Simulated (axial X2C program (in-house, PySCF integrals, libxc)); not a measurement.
# SbO⁺: bond curves with and without spin–orbit coupling

Aim: find the lowest determinant of SbO⁺, scan the bond at several levels and fit the constants, once spin-free and once with spin–orbit coupling.

Computed with an in-house X2C program for linear molecules on PySCF integrals. Level: all-electron X2C, Sb dyall-cv3z, O dyall-av3z.

All values are calculated.

### Step 1. The job

task.json

```json
{"zs": [51, 8], "q": 1, "bas": ["dyall-cv3z", "dyall-av3z"], "levels": ["PBE0", "HF", "B97-3"], "cc": true, "r0": 1.9, "thr": -1.0, "nmax": 90, "npts": 10, "nst": 2, "ntry": 6}
```

Keys: zs atomic numbers; q charge; bas basis sets; levels methods (HF also brings MP2); cc coupled cluster on or off; r0 starting distance in Å; thr threshold in hartree for freezing inner shells (an s shell follows its p shell); nmax most natural virtual spinors; npts points asked for on the curve; nst determinants followed; ntry starts of the search.

On the command line:

```bash
python so2c.py task.json out
```

Spin-free means the one-electron spin-free X2C Hamiltonian; two-component (2c) means X2C with spin–orbit coupling and atomic mean-field two-electron Coulomb and Gaunt terms. Basis: Sb dyall-cv3z contracted to [11s12p8d4f1g], O dyall-av3z contracted to [7s6p3d2f]; Gaussian nuclei, density fitting. Masses: Sb 120.904 u, O 15.995 u.

Notation: σ, π±, δ± give the projection m of an orbital's angular momentum (0, ±1, ±2), α and β its spin, Λ and M_S the sums; ω is the projection of a spinor's total angular momentum and Ω the sum. Logs are in hartree.

The results follow Hamiltonian by Hamiltonian and level by level.

### Step 2. Search for the lowest determinant

PBE0 moves the distance from 1.900 Å to 1.759 Å and compares determinants there.

Spin-free determinants:

```csv
ΔE (eV),state,open shells
0.00,"M_S = 0, Λ = 0",closed shell
3.18,"M_S = 1, Λ = 2","beyond closed shells: 2 × π+α, π+β, π-α"
3.18,"M_S = 1, Λ = 0","beyond closed shells: π+α, π+β, 2 × π-α"
3.34,"M_S = 1, Λ = 1","beyond closed shells: σα, π+α"
3.44,"M_S = 0, Λ = 2","beyond closed shells: π+α, 2 × π+β, π-α"
3.57,"M_S = 0, Λ = 1","beyond closed shells: σα, π+β"
```

Two-component determinants:

```json
{"ΔE (eV)": "0.00", "state": "Ω = 0", "open shells": "closed shell"}
{"ΔE (eV)": "2.94", "state": "Ω = 1", "open shells": "excess of +ω over −ω: ω = -1/2, ω = 3/2"}
{"ΔE (eV)": "3.01", "state": "Ω = 1", "open shells": "excess of +ω over −ω: 2 × ω = 1/2"}
{"ΔE (eV)": "3.20", "state": "Ω = 2", "open shells": "excess of +ω over −ω: ω = 1/2, ω = 3/2"}
{"ΔE (eV)": "3.38", "state": "Ω = 3", "open shells": "excess of +ω over −ω: 2 × ω = 3/2"}
{"ΔE (eV)": "3.45", "state": "Ω = 1", "open shells": "excess of +ω over −ω: ω = -1/2, ω = 3/2"}
{"ΔE (eV)": "3.57", "state": "Ω = 2", "open shells": "excess of +ω over −ω: ω = 1/2, ω = 3/2"}
```

### Step 3. PBE0, spin-free

State followed: M_S = 0, Λ = 0 (closed shell). The scan is laid around 1.759 Å, a first estimate of the minimum, and this SCF restarts from the orbitals of the search.

Output at 1.759 Å:

```text
spin-free X2C-1e  PBE0
basis functions 178  fitting functions 933  grid points 5078
iter        total energy     max residual
   1      -6555.393610362     1.85e-06
   2      -6555.393610361     7.88e-06
converged
one-electron -9231.00276766  Coulomb 2732.90659493  exact exchange -44.31234585  xc functional -135.72773081  nuclear repulsion 122.74263903
```

Along the bond, energies from the lowest point:

| R (Å) | E (eV) | μ (D) | HOMO (eV) | LUMO (eV) | iterations |
| --- | --- | --- | --- | --- | --- |
| 1.530 | 1.9151 | -2.81 | -16.49 | -9.76 | 12 |
| 1.601 | 0.7759 | -3.05 | -16.55 | -9.95 | 12 |
| 1.653 | 0.2961 | -3.21 | -16.56 | -10.10 | 12 |
| 1.706 | 0.0566 | -3.36 | -16.54 | -10.23 | 12 |
| 1.759 | 0.0000 | -3.49 | -16.43 | -10.37 | 2 |
| 1.821 | 0.1075 | -3.64 | -16.14 | -10.52 | 11 |
| 1.882 | 0.3501 | -3.77 | -15.87 | -10.66 | 13 |
| 1.961 | 0.7970 | -3.92 | -15.55 | -10.82 | 15 |
| 2.058 | 1.4655 | -4.07 | -15.22 | -11.01 | 15 |
| 2.199 | 2.5394 | -4.25 | -14.81 | -11.24 | 15 |

Dipoles are positive if O is the positive end and refer to the centre of mass.

Outer orbitals at the reference distance:

```csv
symmetry,occupied,ε (eV),atomic character
σα,yes,-33.30,"71% O s, 8% Sb p, 8% Sb s"
σα,yes,-21.83,"55% Sb s, 27% O p, 9% O s"
σα,yes,-16.51,"57% O p, 26% Sb p, 11% Sb s"
π+α,yes,-16.43,"75% O p, 20% Sb p, 2% Sb d"
π-α,yes,-16.43,"75% O p, 20% Sb p, 2% Sb d"
π+α,no,-10.37,"67% Sb p, 19% O p, 6% Sb d"
π-α,no,-10.37,"67% Sb p, 19% O p, 6% Sb d"
σα,no,-6.50,"49% Sb p, 26% Sb d, 11% O p"
σα,no,-3.36,"40% Sb s, 26% O s, 19% Sb p"
```

PBE0 fields in the half plane through the axis: z from -2.4 to 3.9 Å across, distance from the axis 0.15 to 2.25 Å upwards; Sb lies at z = 0 and O at z = 1.759 Å; the ELF is damped to zero where the density is low.

log10 density (e/bohr³). Ten even steps from '0' (-5.63 ) to '9' (1.83 ):
```
0112223333332222211100
1122333333333333222110
1223344444444433332210
2233444555444444433211
2334455555555555443321
2344556666656666544321
3344566787666776654322
3345567898766787654332
```

ELF. Ten even steps from '0' (0.00 ) to '9' (0.90 ):
```
0000000000000000000000
0000233322111000000000
0014676653322211000000
0047887654444332210000
0379986432345666531000
0599963332247888863100
1799853787338999974200
2899846585528338985200
```

Re = 1.752 Å, ωe = 997 cm⁻¹, ωexe = 3.39 cm⁻¹, Be = 0.3889 cm⁻¹, De = 4.97 eV, μ = -3.47 D.

### Step 4. HF, spin-free

The SCF at the reference distance of 1.759 Å:

```text
spin-free X2C-1e  HF
basis functions 178  fitting functions 933  grid points 5078
iter        total energy     max residual
   1      -6552.602917097     3.48e-01
   2      -6552.631190382     1.03e-02
   3      -6552.630871822     1.48e-02
   4      -6552.633531838     2.55e-03
   5      -6552.633656491     8.23e-04
   6      -6552.633672127     5.58e-04
   7      -6552.633680400     1.82e-04
   8      -6552.633682675     5.94e-05
   9      -6552.633682885     1.08e-05
  10      -6552.633682889     3.17e-06
  11      -6552.633682889     2.04e-07
converged
one-electron -9229.52424757  Coulomb 2731.50267428  exact exchange -177.35474863  xc functional 0.00000000  nuclear repulsion 122.74263903
```

Re = 1.712 Å, ωe = 1131 cm⁻¹, ωexe = 3.23 cm⁻¹, Be = 0.407 cm⁻¹, De = 1.05 eV, μ = -4.35 D.

### Step 5. B97-3, spin-free

Output at 1.759 Å:

```text
spin-free X2C-1e  B97-3
basis functions 178  fitting functions 933  grid points 5078
iter        total energy     max residual
   1      -6555.427635852     4.26e-02
   2      -6555.427068193     8.87e-03
   3      -6555.414926096     3.37e-02
   4      -6555.428116189     5.99e-04
   5      -6555.428120546     7.06e-05
   6      -6555.428120628     1.18e-05
   7      -6555.428120630     5.01e-06
converged
one-electron -9231.08242612  Coulomb 2732.99682207  exact exchange -47.73449050  xc functional -132.35066512  nuclear repulsion 122.74263903
```

Re = 1.755 Å, ωe = 993 cm⁻¹, ωexe = 3.43 cm⁻¹, Be = 0.3876 cm⁻¹, De = 5.08 eV, μ = -3.60 D.

### Step 6. Correlated methods, spin-free

Correlated methods: 10 electrons correlated (frozen shells, counted by type: Sb 4 s, 3 p, 2 d; O 1 s), 258 virtual spinors in MP2, 90 natural virtuals in coupled cluster.

Output of the correlated part at 1.759 Å:

```text
correlated 10  virtual 258  natural virtual 90  E(MP2) -0.379122484  MP2 remainder -0.009673061
iter   CCSD correlation   residual
   1     -0.320394450   3.14e-01
   2     -0.345071958   2.39e-01
   3     -0.350395805   4.23e-02
   4     -0.351243080   1.95e-02
   5     -0.351611895   6.84e-03
   6     -0.351594729   2.05e-03
   7     -0.351554367   7.97e-04
   8     -0.351566724   3.22e-04
   9     -0.351571875   9.27e-05
  10     -0.351568967   3.03e-05
  11     -0.351569168   9.79e-06
  12     -0.351569283   2.09e-06
  13     -0.351569214   6.82e-07
  14     -0.351569219   2.37e-07
(T) -0.024537543  T1 0.0546  D1 0.0831  max T2 0.081
```

T1 in the output is the amplitude norm over the root of the electron number; divide by √2 for the Lee–Taylor value.

MP2: No constants are quoted: the points don't follow one smooth fit.

CCSD: Re = 1.762 Å, ωe = 987 cm⁻¹, ωexe = 3.42 cm⁻¹, Be = 0.3844 cm⁻¹, De = 4.64 eV. T1 at Re = 0.039 (Lee–Taylor, the printed value over √2).

CCSD(T): Re = 1.787 Å, ωe = 903 cm⁻¹, ωexe = 4.29 cm⁻¹, Be = 0.3738 cm⁻¹, De = 5.20 eV. T1 at Re = 0.041 (Lee–Taylor, the printed value over √2).

### Step 7. The spin-free curves together

Energy (eV) of the followed determinant, spin-free, from each level's lowest point:

| R (Å) | PBE0 | HF | MP2 | CCSD | CCSD(T) | B97-3 |
| --- | --- | --- | --- | --- | --- | --- |
| 1.530 | 1.915 | 1.529 | 2.539 | n/a | n/a | 1.964 |
| 1.601 | 0.776 | 0.504 | 1.226 | 0.886 | 1.040 | 0.806 |
| 1.653 | 0.296 | 0.126 | 0.617 | 0.362 | 0.470 | 0.315 |
| 1.706 | 0.057 | 0.000 | 0.246 | 0.087 | 0.143 | 0.065 |
| 1.759 | 0.000 | 0.066 | 0.054 | 0.000 | 0.000 | 0.000 |
| 1.821 | 0.107 | 0.323 | 0.000 | 0.078 | 0.006 | 0.098 |
| 1.882 | 0.350 | 0.721 | 0.080 | 0.297 | 0.144 | 0.333 |
| 1.961 | 0.797 | 1.368 | 0.331 | 0.719 | 0.450 | 0.772 |
| 2.058 | 1.466 | 2.271 | 0.856 | n/a | n/a | 1.432 |
| 2.199 | 2.539 | 3.591 | 2.620 | n/a | n/a | 2.495 |

### Step 8. PBE0, 2c

State followed: Ω = 0 (closed shell). The scan is laid around 1.759 Å, a first estimate of the minimum, and this SCF restarts from the orbitals of the search.

The SCF at the reference distance of 1.759 Å:

```text
two-component X2C + atomic mean field  PBE0
basis functions 178  fitting functions 933  grid points 5078
iter        total energy     max residual
   1      -6552.663121330     6.73e-06
   2      -6552.663121331     9.33e-06
converged
one-electron -9223.12510347  Coulomb 2731.43789569  exact exchange -44.28650873  xc functional -135.65245739  nuclear repulsion 122.74263903  atomic mean-field constant -3.77958646
```

Along the bond, energies from the lowest point:

| R (Å) | E (eV) | μ (D) | HOMO (eV) | LUMO (eV) | iterations |
| --- | --- | --- | --- | --- | --- |
| 1.530 | 1.9266 | -2.80 | -16.49 | -9.90 | 12 |
| 1.601 | 0.7843 | -3.04 | -16.54 | -10.10 | 12 |
| 1.653 | 0.3021 | -3.20 | -16.55 | -10.25 | 12 |
| 1.706 | 0.0597 | -3.34 | -16.53 | -10.39 | 12 |
| 1.759 | 0.0000 | -3.48 | -16.42 | -10.53 | 2 |
| 1.821 | 0.1033 | -3.62 | -16.14 | -10.67 | 13 |
| 1.882 | 0.3410 | -3.74 | -15.88 | -10.81 | 14 |
| 1.961 | 0.7800 | -3.88 | -15.55 | -10.97 | 15 |
| 2.058 | 1.4353 | -4.01 | -15.20 | -11.15 | 18 |
| 2.199 | 2.4760 | -4.12 | -14.74 | -11.34 | 20 |

Dipoles are positive if O is the positive end and refer to the centre of mass.

Outer spinors at the reference distance:

```
  ω  occupied  ε (eV)             atomic character     λ mixture
1/2       yes  -33.30    71% O s, 8% Sb p, 8% Sb s        100% σ
1/2       yes  -21.82    55% Sb s, 27% O p, 9% O s        100% σ
1/2       yes  -16.57   59% O p, 27% Sb p, 8% Sb s  71% σ, 29% π
3/2       yes  -16.42   77% O p, 18% Sb p, 3% Sb d        100% π
1/2       yes  -16.42   70% O p, 21% Sb p, 3% Sb s  71% π, 29% σ
1/2        no  -10.53   65% Sb p, 21% O p, 6% Sb d        100% π
3/2        no  -10.18   69% Sb p, 17% O p, 6% Sb d        100% π
1/2        no   -6.49  49% Sb p, 26% Sb d, 11% O p        100% σ
1/2        no   -3.34  41% Sb s, 25% O s, 19% Sb p        100% σ
```

PBE0 fields in the half plane through the axis: z from -2.4 to 3.9 Å across, distance from the axis 0.15 to 2.25 Å upwards; Sb lies at z = 0 and O at z = 1.759 Å; the ELF is damped to zero where the density is low.

log10 density (e/bohr³). Ten even steps from ' ' (-5.63 ) to '@' (1.83 ):
```
  ....::::::------------::::::::::......    
....::::------------------------::::::....  
..::::----==================--------::::..  
::::----======++++++==============----::....
::----====++++++++++++++++++++++====----::..
::--====++++**********++********++====--::..
----====++****##%%##******####****++==--::::
----==++++**##%%@@%%##****##%%##**++==----::
```

ELF. Ten even steps from ' ' (0.00 ) to '@' (0.90 ):
```
                                            
        ::------::::......                  
    ..==**####**++----::::::....            
    ==##%%%%##**++========----::::..        
  --##@@@@%%**==--::--==++******++--..      
  ++@@@@@@**--------::==##%%%%%%%%++--..    
..##@@@@%%++--##%%##----%%@@@@@@@@##==..    
::%%@@@@%%==**++%%++++::%%----%%@@%%++::    
```

Re = 1.753 Å, ωe = 993 cm⁻¹, ωexe = 3.47 cm⁻¹, Be = 0.3884 cm⁻¹, De = 4.88 eV, μ = -3.46 D.

### Step 9. HF, 2c

Output at 1.759 Å:

```text
two-component X2C + atomic mean field  HF
basis functions 178  fitting functions 933  grid points 5078
iter        total energy     max residual
   1      -6549.870190133     3.67e-01
   2      -6549.898430572     1.04e-02
   3      -6549.898235049     1.46e-02
   4      -6549.900728827     2.48e-03
   5      -6549.900867910     7.59e-04
   6      -6549.900893008     5.03e-04
   7      -6549.900910978     3.76e-04
   8      -6549.900921972     2.05e-04
   9      -6549.900926697     1.21e-04
  10      -6549.900928951     6.78e-05
  11      -6549.900929857     2.85e-05
  12      -6549.900929955     1.41e-05
  13      -6549.900929977     7.86e-06
  14      -6549.900929987     1.49e-06
  15      -6549.900929988     5.79e-07
converged
one-electron -9221.67683307  Coulomb 2730.06324403  exact exchange -177.25039352  xc functional 0.00000000  nuclear repulsion 122.74263903  atomic mean-field constant -3.77958646
```

No constants are quoted: the solution changes its character somewhere along the scan, so the fit is set aside.

### Step 10. B97-3, 2c

Output at 1.759 Å:

```text
two-component X2C + atomic mean field  B97-3
basis functions 178  fitting functions 933  grid points 5078
iter        total energy     max residual
   1      -6552.697460060     4.28e-02
   2      -6552.696907476     8.99e-03
   3      -6552.685107521     3.38e-02
   4      -6552.697939744     5.99e-04
   5      -6552.697944091     6.93e-05
   6      -6552.697944169     1.20e-05
   7      -6552.697944171     4.94e-06
converged
one-electron -9223.20605902  Coulomb 2731.52942464  exact exchange -47.70665133  xc functional -132.27771103  nuclear repulsion 122.74263903  atomic mean-field constant -3.77958646
```

Re = 1.756 Å, ωe = 988 cm⁻¹, ωexe = 3.51 cm⁻¹, Be = 0.387 cm⁻¹, De = 4.86 eV, μ = -3.59 D.

### Step 11. Correlated methods, 2c

Correlated methods: 10 electrons correlated (frozen shells, counted by type: Sb 4 s, 3 p, 2 d; O 1 s), 258 virtual spinors in MP2, 90 natural virtuals in coupled cluster.

Output of the correlated part at 1.759 Å:

```text
correlated 10  virtual 258  natural virtual 90  E(MP2) -0.377244110  MP2 remainder -0.009660457
iter   CCSD correlation   residual
   1     -0.320641473   3.05e-01
   2     -0.344385084   2.26e-01
   3     -0.349719160   4.18e-02
   4     -0.350584079   1.97e-02
   5     -0.350966418   7.34e-03
   6     -0.350959229   2.67e-03
   7     -0.350916443   1.34e-03
   8     -0.350939842   6.97e-04
   9     -0.350949535   3.27e-04
  10     -0.350941256   1.56e-04
  11     -0.350945517   8.54e-05
  12     -0.350945351   2.82e-05
  13     -0.350944771   1.24e-05
  14     -0.350944848   7.18e-06
  15     -0.350944640   3.82e-06
  16     -0.350944734   1.59e-06
  17     -0.350944753   6.96e-07
(T) -0.024051623  T1 0.0544  D1 0.0929  max T2 0.088
```

MP2: No constants are quoted: the reference changes its character somewhere along the scan, so the fit is set aside.

CCSD: No constants are quoted: the reference changes its character somewhere along the scan, so the fit is set aside.

CCSD(T): No constants are quoted: the reference changes its character somewhere along the scan, so the fit is set aside.

### Step 12. The 2c curves together

Energy (eV) of the followed determinant, 2c, from each level's lowest point:

| R (Å) | PBE0 | HF (jumps) | MP2 (its reference jumps) | CCSD (its reference jumps) | CCSD(T) (its reference jumps) | B97-3 |
| --- | --- | --- | --- | --- | --- | --- |
| 1.530 | 1.927 | 1.544 | 2.497 | n/a | n/a | 1.975 |
| 1.601 | 0.784 | 0.514 | 1.185 | 0.898 | 1.042 | 0.815 |
| 1.653 | 0.302 | 0.132 | 0.577 | 0.371 | 0.471 | 0.321 |
| 1.706 | 0.060 | 0.000 | 0.209 | 0.092 | 0.143 | 0.068 |
| 1.759 | 0.000 | 0.058 | 0.027 | 0.000 | 0.000 | 0.000 |
| 1.821 | 0.103 | 0.303 | 0.000 | 0.070 | 0.009 | 0.094 |
| 1.882 | 0.341 | 0.677 | 0.163 | 0.274 | 0.161 | 0.324 |
| 1.961 | 0.780 | 1.250 | 0.823 | 0.647 | 0.529 | 0.755 |
| 2.058 | 1.435 | 1.896 | 2.430 | n/a | n/a | 1.401 |
| 2.199 | 2.476 | 2.537 | 4.534 | n/a | n/a | 2.428 |

Time for the job: 2.1 min (1 thread of Arm Neoverse V1, shared host); peak memory 0.63 GiB.

### Step 13. Results

Lowest determinant that the search found at its distance, spin-free: M_S = 0, Λ = 0 (closed shell).

Lowest determinant that the search found at its distance, 2c: Ω = 0 (closed shell).

```json
{"Hamiltonian": "spin-free", "level": "PBE0", "Re (Å)": "1.752", "ωe (cm⁻¹)": "997", "De (eV)": "4.97", "μ (D)": "-3.47"}
{"Hamiltonian": "spin-free", "level": "HF", "Re (Å)": "1.712", "ωe (cm⁻¹)": "1131", "De (eV)": "1.05", "μ (D)": "-4.35"}
{"Hamiltonian": "spin-free", "level": "CCSD", "Re (Å)": "1.762", "ωe (cm⁻¹)": "987", "De (eV)": "4.64", "μ (D)": "n/a"}
{"Hamiltonian": "spin-free", "level": "CCSD(T)", "Re (Å)": "1.787", "ωe (cm⁻¹)": "903", "De (eV)": "5.20", "μ (D)": "n/a"}
{"Hamiltonian": "spin-free", "level": "B97-3", "Re (Å)": "1.755", "ωe (cm⁻¹)": "993", "De (eV)": "5.08", "μ (D)": "-3.60"}
{"Hamiltonian": "2c", "level": "PBE0", "Re (Å)": "1.753", "ωe (cm⁻¹)": "993", "De (eV)": "4.88", "μ (D)": "-3.46"}
{"Hamiltonian": "2c", "level": "B97-3", "Re (Å)": "1.756", "ωe (cm⁻¹)": "988", "De (eV)": "4.86", "μ (D)": "-3.59"}
```

Dipoles are positive if O is the positive end and refer to the centre of mass. No constants: spin-free MP2 (the points don't follow one smooth fit); 2c HF (the solution changes its character somewhere along the scan, so the fit is set aside); 2c MP2 (the reference changes its character somewhere along the scan, so the fit is set aside); 2c CCSD (the reference changes its character somewhere along the scan, so the fit is set aside); 2c CCSD(T) (the reference changes its character somewhere along the scan, so the fit is set aside).

Time per point (s) on 1 thread of Arm Neoverse V1, shared host (2c runs); the times are rough: PBE0 0.52, B97-3 0.55.

In words: At PBE0, going from spin-free to two-component changes Re by +1 mÅ, ωe by -0.5 %; the spin-free picture holds up (part of it comes from the scalar share of the two-electron terms). De moves by -0.09 eV; both De rest on single-determinant atoms, which can miss part of an open shell's spin–orbit lowering.

De refers to Sb+ + O, each in the lowest determinant found, which need not be this curve's own limit. Each curve is one determinant whose occupation by symmetry is held fixed; it was picked as the lowest of a PBE0 search that is not exhaustive. Closed shells are restricted here (equal orbitals for both partners), which fails at long range if the bond breaks into open shells. De is counted from the lowest determinant-based energies of the atoms at the same level, without counterpoise correction. Coupled cluster ran in a truncated set of natural virtual spinors; the MP2 energy of the rest was added. With the outer-core shells frozen, correlated bond lengths of heavy atoms tend to come out a few hundredths of an ångström too long. T1 at Re is 0.041 (Lee–Taylor), above the customary mark of 0.02.
